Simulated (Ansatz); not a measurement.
# AsP: the cost of one run

Program: Ansatz 0.2.0, Gaussian basis. Level of theory: def2-QZVPP, all electrons in the functionals, frozen cores in the correlation of double hybrids and RPA. These are calculated values, not measurements.

To be run: PBE, BLYP, r2SCAN, B97M-V, PBE0, B3LYP, wB97M-V, B2PLYP, at charge 1, quartet; charge 1, doublet; charge 1, sextet.

6 further runs of the same task are left out: 6 set aside as unsound or not needed.

### Step 1. The geometry

The geometry is a PBE0/def2-TZVP stationary point (not a proven minimum). No spin-orbit coupling is included. The filled d shell of As may be among the frozen orbitals whatever the setting's name suggests; the logs give the count.

2 atoms, charge 1, spin multiplicity 4.

Atoms are counted from 1 here; the program's logs count them from 0.

Bond lengths: P1–As2 2.328 Å.

No dispersion term is added; B97M-V, wB97M-V hold VV10 nonlocal correlation. B3LYP takes the VWN-RPA correlation.

The geometry shown and the zero of energy belong to the point charge 1, quartet. The yardstick, RCCSD(T), and other wave-function levels (R restricted, U unrestricted, valence and pair active spaces) come from earlier runs.

### Step 2. PBE, charge 1, quartet

The input, in.yaml:

```yaml
crystal:
  periodic: [false, false, false]
  atoms:
    - {symbol: P, position_ang: [0.000000, 0.000000, 0.000000]}
    - {symbol: As, position_ang: [0.000000, 0.000000, 2.328400]}
basis:
  gaussian: {orbitals: "def2-QZVPP.json"}
total_charge: 1
magnetization: {spin_polarized: true, initial_magnetization: 3}
hamiltonian: {xc: {name: PBE}}
output: {orbitals: {seedname: orbitals}}
```

On the command line:

```
ansatz run in.yaml --threads 1 --pin off --events-out ev --progress --plain --max-ram 2393MiB
```

What time and memory should one allow on 1 thread of Arm Neoverse V2, shared host?

About 27 s, with a peak of 0.32 GiB.
